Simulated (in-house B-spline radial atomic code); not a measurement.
# Sr⁴⁺: excited configurations

Aim: the energies of several excited configurations of Sr⁴⁺ above a reference configuration, each from its own self-consistent run.

Program: in-house B-spline radial atomic code version 1. Level of theory: scalar-relativistic (spin-free one-electron X2C) PBE0, spin-polarised, spherical density, exact exchange averaged over the configuration, Fermi nucleus, basis-set limit. These are calculated values, not measurements, unless marked.

## Step 1: The system

| Property | Result |
| --- | --- |
| element | strontium (Z = 38) |
| charge | +4 |
| electrons | 34 |
| configuration | [Ar] 3d10 4s2 4p4 |
| Hamiltonian | scalar-relativistic (X2C) |
| nucleus | Fermi, rms radius 4.224 fm |

Outer shells as boxes (Hund's rule):

[Ar] 3d10 4s2 4p4
```
[Ar] core
3d [↑↓][↑↓][↑↓][↑↓][↑↓]
4s [↑↓]
4p [↑↓][↑ ][↑ ]
```

Where spins are not typed, each open shell is filled with up spins first.

Settings of the run:

```ini
Z = 38
electrons = 34.0
configuration = [Ar] 3d10 4s2 4p4
hamiltonian = x2c
method = pbe0
spin_polarised = True
nucleus = fermi
rms_radius = 4.224
mass_number = 88
atomic_mass = 87.905612253
speed_of_light = 137.035999084
exact_exchange = averaged over the configuration
```

The reference is known from an earlier run: -3174.708420 hartree in all. Up to eight levels, counted from the top:

```tsv
orbital	occupation	energy (eV)	<r> (bohr)
3p up	3	-313.56	0.4971
3p down	3	-313.01	0.4972
3d up	5	-182.00	0.4965
3d down	5	-181.55	0.4954
4s up	1	-88.628	1.301
4s down	1	-84.787	1.302
4p up	3	-67.810	1.440
4p down	1	-65.095	1.449
```

## Step 2: [Ne] 3s2 3p5 3d10 4s2 4p4 5p1

Settings of the run:

```ini
Z = 38
electrons = 34.0
configuration = [Ne] 3s2 3p5 3d10 4s2 4p4 5p1
hamiltonian = x2c
method = pbe0
spin_polarised = True
nucleus = fermi
rms_radius = 4.224
mass_number = 88
atomic_mass = 87.905612253
speed_of_light = 137.035999084
exact_exchange = averaged over the configuration
```

Launch:

```sh
> python run_scf.py task.json out
```

task.json lists these runs, among others, and the program works through them in turn.

## Step 3: Run with [Ne] 3s2 3p5 3d10 4s2 4p4 5f1

Changes to the settings of step 2:

```diff
@@ -2,3 +2,3 @@
 electrons = 34.0
-configuration = [Ne] 3s2 3p5 3d10 4s2 4p4 5p1
+configuration = [Ne] 3s2 3p5 3d10 4s2 4p4 5f1
 hamiltonian = x2c
```

## Step 4: [Ne] 3s2 3p5 3d10 4s2 4p5

Changes to the settings of step 3:

```diff
@@ -2,3 +2,3 @@
 electrons = 34.0
-configuration = [Ne] 3s2 3p5 3d10 4s2 4p4 5f1
+configuration = [Ne] 3s2 3p5 3d10 4s2 4p5
 hamiltonian = x2c
```

## Step 5: [Ar] 3d10 4s2 4p3 5p1

Changes to the settings of step 4:

```diff
@@ -2,3 +2,3 @@
 electrons = 34.0
-configuration = [Ne] 3s2 3p5 3d10 4s2 4p5
+configuration = [Ar] 3d10 4s2 4p3 5p1
 hamiltonian = x2c
```

## Step 6: Configuration [Ar] 3d10 4s2 4p3 4f1

Changes to the settings of step 5:

```diff
@@ -2,3 +2,3 @@
 electrons = 34.0
-configuration = [Ar] 3d10 4s2 4p3 5p1
+configuration = [Ar] 3d10 4s2 4p3 4f1
 hamiltonian = x2c
```

## Step 7: Run with [Ne] 3s2 3p5 3d10 4s2 4p4 5s1

Changes to the settings of step 6:

```diff
@@ -2,3 +2,3 @@
 electrons = 34.0
-configuration = [Ar] 3d10 4s2 4p3 4f1
+configuration = [Ne] 3s2 3p5 3d10 4s2 4p4 5s1
 hamiltonian = x2c
```

**Question.** How far above the reference does each configuration lie (order and size, in eV)?

**Answer**, as computed:

| net move | configuration | 2|M_S|+1 | energy above the reference (eV) | largest <r> (bohr) |
| --- | --- | --- | --- | --- |
| 4p → 5p | [Ar] 3d10 4s2 4p3 5p1 | 5 | 38.213 | 3.14 |
| 4p → 4f | [Ar] 3d10 4s2 4p3 4f1 | 5 | 46.059 | 2.91 |
| 3p → 4p | [Ne] 3s2 3p5 3d10 4s2 4p5 | 3 | 250.31 | 1.39 |
| 3p → 5s | [Ne] 3s2 3p5 3d10 4s2 4p4 5s1 | 5 | 285.29 | 2.75 |
| 3p → 5p | [Ne] 3s2 3p5 3d10 4s2 4p4 5p1 | 5 | 291.35 | 3.08 |
| 3p → 5f | [Ne] 3s2 3p5 3d10 4s2 4p4 5f1 | 5 | 308.09 | 5.29 |

**Reading.** At the bottom stands 4p → 5p (38.213 eV), at the top 3p → 5f (308.09 eV). 4 of them lie more than 60 % above minus the reference's highest level (65.095 eV), in the range where a state can decay by emitting an electron. Two partly filled shells share a symmetry and can mix in the average, which may lower the energy, for: 3p → 4p; 3p → 5s; 3p → 5p; 3p → 5f. The reference has 2|M_S|+1 = 3; 5 of the configurations differ from it in spin. These are spherical averages at the typed spins, not spectroscopic levels.
